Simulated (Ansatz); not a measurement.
# Al5Ni3Pt2: the cost of one run

Computed with Ansatz 0.2.0 (DFT PBE, scalar-relativistic, plane waves, PAW, unless a step's input says otherwise).

### 1 The system as given

It takes space group P4/mmm (No. 123, tetragonal). The conventional cell has a = 2.936 Å, b = 2.936 Å, c = 15.289 Å, α = 90.00°, β = 90.00°, γ = 90.00°. Al (site symmetry 4mm) has 4 Ni at 2.52 Å and 4 Pt at 2.68 Å and 5 Al at 2.84 to 2.94 Å as nearest neighbours. Around Al (site symmetry 4/mmm) lie 8 Pt at 2.68 Å and 4 Al at 2.94 Å. Al (site symmetry 4mm) has 8 Ni at 2.51 to 2.52 Å and 6 Al at 2.84 to 2.94 Å as nearest neighbours. Ni (site symmetry 4mm) has 8 Al at 2.51 to 2.52 Å and 5 Ni at 2.84 to 2.94 Å as nearest neighbours. Around Ni (site symmetry 4/mmm) lie 8 Al at 2.52 Å and 6 Ni at 2.84 to 2.94 Å. Around Pt (site symmetry 4mm) lie 8 Al at 2.68 Å and 4 Pt at 2.94 Å.

As a file:

```
Al Ni Pt
1.0
     2.93593    0.00000    0.00000
     0.00000    2.93593    0.00000
     0.00000    0.00000   15.28863
Al Ni Pt
5 3 2
Direct
  0.00000 0.00000 0.77893
  0.00000 0.00000 0.00000
  0.00000 0.00000 0.22107
  0.00000 0.00000 0.40675
  0.00000 0.00000 0.59325
  0.50000 0.50000 0.31403
  0.50000 0.50000 0.50000
  0.50000 0.50000 0.68597
  0.50000 0.50000 0.88937
  0.50000 0.50000 0.11063
```

The cell was relaxed beforehand at this level, from a generated guess; it is a trial structure. At a tolerance of 0.05 Å it has space group P4/mmm (No. 123); it has 13.18 Å³/atom, an uncorrected energy of -0.75 eV/atom over the elements.

### 2 Bands, states and charges

Contents of input.yaml:

```yaml
crystal:
  lattice:
    - [2.9359266988, 0.0, 0.0]
    - [0.0, 2.9359266988, 0.0]
    - [0.0, 0.0, 15.2886250314]
  atoms:
    - { symbol: Al, position: [0.0, 0.0, 0.7789279187] }
    - { symbol: Al, position: [0.0, 0.0, 0.0] }
    - { symbol: Al, position: [0.0, 0.0, 0.2210720813] }
    - { symbol: Al, position: [0.0, 0.0, 0.4067512824] }
    - { symbol: Al, position: [0.0, 0.0, 0.5932487176] }
    - { symbol: Ni, position: [0.5, 0.5, 0.314031476] }
    - { symbol: Ni, position: [0.5, 0.5, 0.5] }
    - { symbol: Ni, position: [0.5, 0.5, 0.685968524] }
    - { symbol: Pt, position: [0.5, 0.5, 0.8893695435] }
    - { symbol: Pt, position: [0.5, 0.5, 0.1106304565] }
basis:
  ecutwfc: 420
kpoints:
  mp_grid: { grid: [12, 12, 4] }
  band_path:
    path:
      - [[0.0, 0.0, 0.0], [0.0, 0.5, 0.0], [0.5, 0.5, 0.0], [0.0, 0.0, 0.0], [0.0, 0.0, 0.5], [0.0, 0.5, 0.5], [0.5, 0.5, 0.5], [0.0, 0.0, 0.5]]
      - [[0.0, 0.5, 0.0], [0.0, 0.5, 0.5]]
      - [[0.5, 0.5, 0.0], [0.5, 0.5, 0.5]]
    npoints: 14
hamiltonian:
  xc: pbe
scf:
  occupations: { method: gaussian, width: 0.1 }
  n_extra_bands: 25
output:
  forces: true
  stress: true
  eigenvalues: true
  populations: true
  dos: { projected: true, de: 0.02, nscf_kmesh: { grid: [15, 15, 5] } }
  bader: true
```

On the command line:

```sh
ansatz run input.yaml --threads 4 --pin off --max-ram 8192MiB --backend cpu --events-out ev --progress --plain --runs-dir out
```

What time and memory should one allow on 4 threads of Arm Neoverse V2, shared host?

About 53 s, with a peak of 1.2 GiB.
